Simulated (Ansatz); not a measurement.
# CH₅SeSi radical: up Jacob's ladder to CCSD(T)

The task here is to estimate one member of a computed series from the others.

Computed with Ansatz 0.2.0, Gaussian basis. Level: functionals in def2-TZVPP, the program's frozen cores in correlated methods.

Levels to be run: LDA (SPW92), PBE-D4, revPBE-D4, BLYP-D4, r2SCAN-D4, B97M-V, PBE0-D4, B3LYP-D4, r2SCANh-D4, r2SCAN0-D4, HSE06-D4, BHLYP-D4, CAM-B3LYP-D4, LC-ωPBE, ωB97X-V, ωB97M-V, B2PLYP, PBE-QIDH; CCSD(T)/def2-SVP; CCSD(T)/def2-TZVPP; MP2/def2-QZVPP; extrapolation to the limit; RPA on PBE.

**Structure used throughout**

All runs share one geometry, relaxed beforehand with PBE0-D4 in a triple-zeta def2 set.

SMILES `C[SiH2][Se]`, 8 atoms, charge 0, spin multiplicity 2.

Atoms are counted from 1 here; the program's logs count them from 0.

Bond lengths: C1–Si2 1.865 Å, C1–H4 1.094 Å, C1–H5 1.092 Å, C1–H6 1.092 Å, Si2–Se3 2.271 Å, Si2–H7 1.488 Å, Si2–H8 1.490 Å. Angles: Si2–C1–H4 110.2°, Si2–C1–H5 110.7°, Si2–C1–H6 110.6°, H4–C1–H5 108.3°, H4–C1–H6 108.7°, H5–C1–H6 108.3°, C1–Si2–Se3 113.7°, C1–Si2–H7 110.5°, C1–Si2–H8 111.2°, Se3–Si2–H7 108.8°, Se3–Si2–H8 103.4°, H7–Si2–H8 108.9°.

The first run:

File in.yaml:

```yaml
crystal:
  periodic: [false, false, false]
  atoms:
    - {symbol: C, position_ang: [-0.627304, 0.789594, -0.201061]}
    - {symbol: Si, position_ang: [0.496803, -0.685244, -0.004239]}
    - {symbol: Se, position_ang: [1.544461, -0.774209, 2.009201]}
    - {symbol: H, position_ang: [-1.124034, 0.759399, -1.174924]}
    - {symbol: H, position_ang: [-0.058868, 1.719702, -0.135477]}
    - {symbol: H, position_ang: [-1.389849, 0.798866, 0.579971]}
    - {symbol: H, position_ang: [1.524523, -0.705177, -1.079499]}
    - {symbol: H, position_ang: [-0.273631, -1.960031, -0.049771]}
basis:
  gaussian: {orbitals: def2-TZVPP}
magnetization: {spin_polarized: true, initial_magnetization: 1}
hamiltonian: {xc: lda}
output: {orbitals: {seedname: orbitals}}
```

Started as:

```sh
$ ansatz run in.yaml --threads 4 --pin off --events-out ev --progress --plain --max-ram 10444MiB
```

Among the steps run: LDA; PBE-D4 (GGA); revPBE-D4 (GGA); BLYP-D4 (GGA); r2SCAN-D4 (meta-GGA); B97M-V (meta-GGA); B3LYP-D4 (hybrid); r2SCANh-D4 (hybrid); r2SCAN0-D4 (hybrid); HSE06-D4 (hybrid); BHLYP-D4 (hybrid); CAM-B3LYP-D4 (range-separated); LC-ωPBE (range-separated); ωB97X-V (range-separated); ωB97M-V (range-separated); B2PLYP (double hybrid); PBE-QIDH (double hybrid).

One table of the session follows, with a row left open; its other results are not shown here.

It belongs to the step «Orbital energies across the functionals». 

| functional | HOMO (eV) | LUMO (eV) | gap (eV) |
| --- | --- | --- | --- |
| LDA (SPW92) | -5.73 | -5.75 | -0.03 |
| PBE-D4 | -5.62 | -5.36 | 0.26 |
| revPBE-D4 | -5.58 | -5.23 | 0.35 |
| BLYP-D4 | ? | ? | ? |
| r2SCAN-D4 | -5.91 | -5.07 | 0.84 |
| B97M-V | -5.99 | -5.19 | 0.79 |
| PBE0-D4 | -6.78 | -4.31 | 2.47 |
| B3LYP-D4 | -6.56 | -4.69 | 1.87 |
| r2SCANh-D4 | -6.33 | -4.68 | 1.65 |
| r2SCAN0-D4 | -6.97 | -4.10 | 2.87 |
| HSE06-D4 | -6.38 | -4.69 | 1.69 |
| BHLYP-D4 | -7.79 | -3.28 | 4.51 |
| CAM-B3LYP-D4 | -8.08 | -3.23 | 4.85 |
| LC-ωPBE | -9.46 | -1.78 | 7.68 |
| ωB97X-V | -9.12 | -2.24 | 6.88 |
| ωB97M-V | -8.94 | -2.26 | 6.67 |

Estimate the missing values for BLYP-D4.

Worked estimate for «HOMO (eV)». Against the share of exact exchange, B3LYP-D4 (0.2, -6.56), BHLYP-D4 (0.5, -7.79) give a slope of -4.10 per unit share; at 0 the line stands at -5.74.

**Answer.** HOMO (eV): -5.48; LUMO (eV): -5.35; gap (eV): 0.13. In «HOMO (eV)» the line misses by -0.26.

Caveats from the session: A negative gap means that an empty level lies below a filled one: whole occupations of an open shell aren't an aufbau state there.
